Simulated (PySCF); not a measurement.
# C13H10OSe: the cost of one run

Programs: PySCF 2.14.0, with density-fitted response routines of our own. Each step states its level of theory. These are calculated values for one molecule in the gas phase, unless marked as measured. Atoms are numbered from 0 throughout.

## 1. The starting structure

25 atoms, charge 0, multiplicity 1; geometry from: GFN2-xTB.

Bonds of the start (Å): O0–C1 1.20, C1–Se2 1.95, Se2–C3 1.92, C3–C4 1.38, C4–C5 1.38, C5–C6 1.39, C6–C7 1.39, C7–C8 1.38, C1–C9 1.47, C9–C10 1.40, C10–C11 1.38, C11–C12 1.39, C12–C13 1.39, C13–C14 1.38, C8–C3 1.39, C14–C9 1.39, C4–H15 1.08, C5–H16 1.08, C6–H17 1.08, C7–H18 1.08, C8–H19 1.08, C10–H20 1.08, C11–H21 1.08, C12–H22 1.08, C13–H23 1.08, C14–H24 1.08.

## 2. Optimising the geometry at PBE0-D3(BJ)/def2-SVP

Job settings and geometry (Å):

```
{"job": {"xc": "PBE0", "basis": "def2-SVP", "d3": "d3bj", "grid": 1, "kind": "geom"}, "charge": 0, "multiplicity": 1}
O      0.087700    -1.375380    -0.895270
C      0.689260    -0.511810    -0.320560
Se    -0.320480     0.803720     0.714080
C     -2.072950     0.150660     0.265310
C     -2.472300    -1.103060     0.695570
C     -3.726900    -1.568360     0.345050
C     -4.573600    -0.781630    -0.418310
C     -4.169100     0.476300    -0.833490
C     -2.914410     0.948180    -0.492560
C      2.143050    -0.304890    -0.342600
C      2.893110    -1.039120    -1.262490
C      4.261550    -0.864830    -1.333370
C      4.892640     0.031690    -0.485230
C      4.153490     0.756170     0.437780
C      2.783970     0.592310     0.507120
H     -1.806650    -1.710860     1.291330
H     -4.044520    -2.547690     0.671620
H     -5.552140    -1.149480    -0.689930
H     -4.828710     1.090600    -1.428850
H     -2.584350     1.926380    -0.814170
H      2.383860    -1.733670    -1.913460
H      4.838640    -1.428110    -2.051320
H      5.962390     0.166840    -0.542720
H      4.646650     1.450940     1.100900
H      2.203720     1.155330     1.229190
```

Q: Estimate the wall time of this first job on 8 threads of Arm Neoverse V2, shared host.

About 4.7 min.
